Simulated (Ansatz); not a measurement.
**WF (sextet): from Hartree-Fock to the top rungs, def2-QZVPP**

The task here is to estimate one member of a computed series from the others.

Computed with Ansatz 0.2.0, Gaussian basis. Level: def2-QZVPP, core rule «outside noble gas», up to 5 orbitals frozen.

To be run: UHF; ROHF; CCSD(T) on UHF.

**The system**

The geometry is a PBE0/def2-TZVP stationary point (not a proven minimum) of the parent state, kept for this charge and spin. No spin-orbit coupling is included. Elements past krypton take def2 core potentials.

2 atoms, charge 0, spin multiplicity 6.

Atoms are counted from 1 here; the program's logs count them from 0.

Bond lengths: W1–F2 1.838 Å.

As a file:

```
W     0.0000    0.0000    0.0000
F     0.0000    0.0000    1.8382
```

Set-up of the first run:

File in.yaml:

```yaml
crystal:
  periodic: [false, false, false]
  atoms:
    - {symbol: W, position_ang: [0.000000, 0.000000, 0.000000]}
    - {symbol: F, position_ang: [0.000000, 0.000000, 1.838237]}
basis:
  gaussian: {orbitals: "def2-QZVPP.json"}
magnetization: {spin_polarized: true, initial_magnetization: 5}
hamiltonian: {xc: hf}
output: {orbitals: {seedname: orbitals}}
```

Started as:

```bash
ansatz run in.yaml --threads 1 --pin off --events-out ev --progress --plain --max-ram 4096MiB --backend cpu
```

Among the steps run: UHF; ROHF; CCSD(T) on UHF.

One of the session's tables, all rows but one given; the rest of the session is left out.

```
  method  from UCCSD(T) (kJ/mol)
    ROHF                 +1043.6
     UHF                       ?
    UMP2                   +42.2
   UCCSD                   +36.1
UCCSD(T)                       0
```

Estimate the missing values for UHF.

As computed: from UCCSD(T) (kJ/mol): +1027.6. In the column «from UCCSD(T) (kJ/mol)» it lies between UMP2 (+42.2) and ROHF (+1043.6).
